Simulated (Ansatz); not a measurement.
**CsTl (CsCl type): how the settings move a single-point run**

Aim: see which settings change the result for CsTl (CsCl type), by how much, and at what cost.

Program: Ansatz 0.2.0. Level of theory: reference: DFT, LDA, all-electron LAPW, scalar-relativistic. These are calculated values, not measurements.

## (1) Starting point

The structure is cubic, space group Pm-3m (No. 221). Conventional cell: a = 4.344 Å, b = 4.344 Å, c = 4.344 Å, α = 90.00°, β = 90.00°, γ = 90.00°. Cs (site symmetry m-3m) has 8 Tl at 3.76 Å as nearest neighbours. Tl (site symmetry m-3m) has 8 Cs at 3.76 Å as nearest neighbours.

Coordinates:

```
CELL_PARAMETERS angstrom
4.34412 0.00000 0.00000
0.00000 4.34412 0.00000
0.00000 0.00000 4.34412
ATOMIC_POSITIONS crystal
Cs 0.00000 0.00000 0.00000
Tl 0.50000 0.50000 0.50000
```

## (2) The reference run

The input, input.yaml:

```yaml
crystal:
  lattice:
    - [4.3441203329, 0.0, 0.0]
    - [0.0, 4.3441203329, 0.0]
    - [0.0, 0.0, 4.3441203329]
  atoms:
    - { symbol: Cs, position: [0.0, 0.0, 0.0] }
    - { symbol: Tl, position: [0.5, 0.5, 0.5] }
kpoints:
  mp_grid: { grid: [8, 8, 8] }
  band_path:
    path:
      - [0.0, 0.0, 0.0]
      - [0.0, 0.5, 0.0]
      - [0.5, 0.5, 0.0]
      - [0.0, 0.0, 0.0]
      - [0.5, 0.5, 0.5]
      - [0.0, 0.5, 0.0]
      - [0.5, 0.5, 0.5]
      - [0.5, 0.5, 0.0]
    npoints: 14
scf:
  occupations: { method: fermi_dirac, width: 0.05 }
hamiltonian:
  xc: lda
  pseudopotentials: { kind: all_electron, lapw: { basis_error: 0.0005 } }
output:
  forces: true
  stress: true
  eigenvalues: true
  populations: true
  dos: { projected: true, de: 0.2, e_range: [-14, 8] }
```

Launch:

```bash
$ ansatz run input.yaml --threads 1 --pin off --max-ram 2048MiB --backend cpu --events-out ev --progress --plain --runs-dir out
```

## (3) Variant: occupations.width 0.1, spin_polarized true

Edit input.yaml of step 2 so:

```diff
@@ -22,3 +22,3 @@
 scf:
-  occupations: { method: fermi_dirac, width: 0.05 }
+  occupations: { method: fermi_dirac, width: 0.1 }
 hamiltonian:
@@ -31,2 +31,3 @@
   populations: true
-  dos: { projected: true, de: 0.2, e_range: [-14, 8] }
+magnetization:
+  spin_polarized: true
```

Before running it: what results should come out? Wanted: for each run, ending; energy change; pressure; gap; force.

**Answer**, as computed:

```tsv
run	ending	energy change	pressure (GPa)	gap (eV)	force (eV/Å)	cycles	time
reference	converged	0	0.0	0.00	0.00	8	13 s
1: occupations.width 0.1, spin_polarized true	converged	-0.9 meV/atom (σ→0)	0.0	0.00	0.00	13	27 s
```

Times don't compare one to one where runs were asked for different outputs or read a saved state (see the inputs); cycles may leave out searches for a lower state.

Residual by cycle in the longest SCF loop of each run; runs are numbered as in the table. The quantity is the density residual dr2, in eV.

```tsv
cycle	reference	run 1
1	0.0406	0.0487
2	0.00901	0.0434
3	0.00611	0.0367
4	0.00113	0.01
5	6.6e-5	0.00683
6	3.3e-6	0.00235
8	1.1e-8	7.3e-4
9	-	1.6e-4
10	-	2.6e-6
11	-	4.2e-7
12	-	1.9e-7
13	-	2.7e-8
```

What this shows: Changing the smearing and spin polarisation moves the energy by -0.9 meV/atom (σ→0 values).
